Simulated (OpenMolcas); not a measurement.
# Au²⁺ among point charges: CASSCF and CASPT2 levels and susceptibility

How does a field of 2 point charges split the states of Au²⁺, and what χT follows?

Program: OpenMolcas 26.06. Level of theory: state-averaged CASSCF and CASPT2, spin-orbit coupling by RASSI with atomic mean-field integrals. These are calculated values, not measurements, unless marked.

**1. Starting point**

| Quantity | Value |
| --- | --- |
| Species | Au²⁺ (gold, Z = 79, 77 electrons) |
| Basis | ANO-RCC-VDZP [7s6p4d2f], 59 functions |
| Scalar Hamiltonian | DKH2, point nucleus |
| Inactive shells | 1s 2s 2p 3s 3p 3d 4s 4p 4d 4f 5s 5p |
| Active space | 9 electrons in 5 orbitals (5d) |
| Some configurations of this space | 5d⁹ |
| Orbitals | optimised for each spin and parity, averaged over all roots |

Outer shells as boxes (Hund's rule):

5d9
```
5d [↑↓][↑↓][↑↓][↑↓][↑ ]
```

The ion sits among 2 point charges of -2.4 e arranged as a linear pair (D∞h), 2.23 Å from the ion.

Each step is its own input file, run in one work folder so that later steps find the files of earlier ones. Labels, J, g values, rates, χT and fits are worked out afterwards by a script from the matrices that RASSI stores. The input lists half of the charges; inversion (Group=XYZ) makes the rest.

**2. Basis and integrals**

Contents of a.inp:

```
&GATEWAY
Coord
1

Au 0.0 0.0 0.0
Basis=ANO-RCC-VDZP
Group=XYZ
NoMove
AngMom=0.0 0.0 0.0
AMFI
XField
1 Angstrom 0
0.000000 0.000000 2.230000 -2.400000
&SEWARD
```

Run with:

```sh
$ OMP_NUM_THREADS=1 MOLCAS_MEM=1689 MOLCAS_PROJECT=a pymolcas a.inp > a.log
```

**3. Reference wave functions, doublets of even parity, 5 roots**

Contents of a.inp:

```
&RASSCF
FileOrb=start.orb
Symmetry=1
Spin=2
nActEl=9 0 0
Inactive=15 19
Ras2=5 0
CIRoot=5 5 1
SDav=5
CIMx=300
Iter=120 100
PrWF=0.3
OrbListing=Nothing
MaxOrb=0
>>> COPY $Project.JobIph JOB001
```

start.orb holds the contracted functions of the basis, ordered by shell, or the orbitals of the step before.

**4. RASSI: spin-orbit coupling between the states**

Contents of a.inp:

```
&RASSI
NrOfJobIphs=1 5
1 2 3 4 5
IphNames
JOB001
EJob
SpinOrbit
DIPRint=1.0
SOCoupling=1000.0
Subsets=2
Property=9
'ANGMOM' 1 'ANGMOM' 2 'ANGMOM' 3 'MLTPL  1' 1 'MLTPL  1' 2 'MLTPL  1' 3
'AMFI' 1 'AMFI' 2 'AMFI' 3
SOProperty=3
'ANGMOM' 1 'ANGMOM' 2 'ANGMOM' 3
```

**5. CASPT2: IPEA 0.25, imaginary shift 0.1 (closed shells correlated: 5s 5p)**

Contents of a.inp:

```
>>> COPY JOB001 $Project.JobIph
&CASPT2
Multistate=5 1 2 3 4 5
NoMult
Frozen=14 16
IPEA=0.25
Imaginary=0.1
MaxIter=60
WThr=0.0 0.3 0.05
PrWF=0.5
NoMix
```

(Steps that only read results are left out.)

Before running it: what results should come out? Wanted: spin-free ground state; first state of the same spin within the active space; lowest level; next level.

**Answer**, as computed:

| quantity | value |
| --- | --- |
| method | SS-CASPT2, IPEA 0.25, imaginary shift 0.1 (closed shells correlated: 5s 5p) |
| spin-free ground state | 2Sigma, 1-fold in its orbital part |
| first state of the same spin within the active space | 2Pi at 330 cm⁻¹ |
| lowest level | 2-fold, g = 1.24, 3.47, 3.47 |
| next level | 1038.1 cm⁻¹ |
| χT at 300 K | 1.06 cm³ K/mol |
| effective moment at 300 K | 2.92 μB |

Cost by method:

```csv
method,time of its own steps,time with the reference
A. CASSCF,1.9 s,1.9 s
"B. SS-CASPT2, IPEA 0.25, imaginary shift 0.1, +5s 5p",0.67 s,2.5 s
```

Times are of one thread on a shared host.

The spin-free ground state (2Sigma) comes to 100 % from free-ion D terms and keeps the highest spin of the shell. χT at 300 K is 1.06, against 0.38 cm³ K/mol for the spin alone, so orbital moment adds to it. CASPT2 does not keep the components of a term degenerate, and the means are used. The field of point charges can differ much from that of real complexes. Point charges carry no covalency, so the field is a model and not that of real ligands.
